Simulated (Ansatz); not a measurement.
**C2H6FNSi: a ladder of functionals and wavefunction methods**

How much do the methods differ for C2H6FNSi? The plan is to run it at one geometry with functionals of several rungs and with coupled cluster, and see how far each lands from CCSD(T) at the basis-set limit for the atomisation energy.

The runs use Ansatz 0.2.0, Gaussian basis; functionals in def2-TZVPP, the program's frozen cores in correlated methods.

The runs, in order: PBE-D4, r2SCAN-D4, PBE0-D4, B3LYP-D4, ωB97X-V, ωB97M-V, B2PLYP; CCSD(T)/def2-TZVPP; MP2/def2-QZVPP; extrapolation to the limit.

## 1. The geometry

All runs share one geometry, relaxed beforehand with PBE0-D4 in a triple-zeta def2 set.

SMILES `C[SiH](F)C=N`, 11 atoms, charge 0, spin multiplicity 1.

Atoms are counted from 1 here; the program's logs count them from 0.

Bond lengths: C1–Si2 1.853 Å, C1–H6 1.094 Å, C1–H7 1.092 Å, C1–H8 1.092 Å, Si2–F3 1.606 Å, Si2–C4 1.884 Å, Si2–H9 1.486 Å, C4–N5 1.270 Å, C4–H10 1.098 Å, N5–H11 1.024 Å. Angles: Si2–C1–H6 110.2°, Si2–C1–H7 110.9°, Si2–C1–H8 111.0°, H6–C1–H7 107.9°, H6–C1–H8 108.1°, H7–C1–H8 108.6°, C1–Si2–F3 109.7°, C1–Si2–C4 112.4°, C1–Si2–H9 111.5°, F3–Si2–C4 104.8°, F3–Si2–H9 107.6°, C4–Si2–H9 110.5°, Si2–C4–N5 124.6°, Si2–C4–H10 119.5°, N5–C4–H10 115.9°, C4–N5–H11 110.9°.

## 2. PBE-D4 (GGA)

in.yaml

```yaml
crystal:
  periodic: [false, false, false]
  atoms:
    - {symbol: C, position_ang: [-1.235072, -0.288173, 1.093677]}
    - {symbol: Si, position_ang: [0.487434, -0.255624, 0.411342]}
    - {symbol: F, position_ang: [0.869489, -1.704811, -0.165169]}
    - {symbol: C, position_ang: [0.653122, 0.907918, -1.061384]}
    - {symbol: N, position_ang: [0.983147, 0.546325, -2.233690]}
    - {symbol: H, position_ang: [-1.511673, 0.701552, 1.467906]}
    - {symbol: H, position_ang: [-1.313005, -0.995255, 1.922600]}
    - {symbol: H, position_ang: [-1.955360, -0.574214, 0.324040]}
    - {symbol: H, position_ang: [1.481264, 0.087956, 1.460617]}
    - {symbol: H, position_ang: [0.447869, 1.978931, -0.930109]}
    - {symbol: H, position_ang: [1.158184, -0.461603, -2.269131]}
basis:
  gaussian: {orbitals: def2-TZVPP}
hamiltonian: {xc: pbe, dispersion: d4}
output: {forces: true, orbitals: {seedname: orbitals}}
```

Launch:

```
ansatz run in.yaml --threads 4 --pin off --events-out ev --progress --plain --max-ram 10444MiB
```

The runs that follow: r2SCAN-D4 (meta-GGA); PBE0-D4 (hybrid); B3LYP-D4 (hybrid); ωB97X-V (range-separated); ωB97M-V (range-separated); B2PLYP (double hybrid); CCSD(T) in def2-TZVPP; MP2 in def2-QZVPP.

Before running them: what should the planned runs give, taken together? Wanted: atomisation energy, CCSD(T)/CBS; farthest; mean size of error, hybrid; mean size of error, range-separated; gap, smallest and largest; T1 diagnostic; triples share of the correlation energy.

The runs gave:

| quantity | value |
| --- | --- |
| atomisation energy, CCSD(T)/CBS | 4235.0 kJ/mol |
| functionals within 21.2 kJ/mol (0.5 %) | r2SCAN-D4, PBE0-D4, B3LYP-D4, ωB97X-V, ωB97M-V |
| farthest | PBE-D4 (+78.1 kJ/mol) |
| mean size of error, hybrid | 5.4 kJ/mol |
| mean size of error, range-separated | 11.4 kJ/mol |
| gap, smallest and largest | 3.69 eV (PBE-D4), 10.97 eV (ωB97X-V) |
| T1 diagnostic | 0.0118 |
| triples share of the correlation energy | 3.7 % |

PBE-D4 misses by +78.1 kJ/mol. Double hybrids carry the basis error of their MP2 part in triple zeta, and no dispersion term here, so their miss is partly the set-up's. Misses under about 21.2 kJ/mol are within the doubt on the reference itself, which lacks core-valence correlation, relativity and higher excitations. Hartree-Fock recovers 72 % of the binding; the rest is correlation. Orbital gaps span 3.7 to 11.0 eV; exact exchange widens them. The restricted reference is unstable towards a spin-broken one.
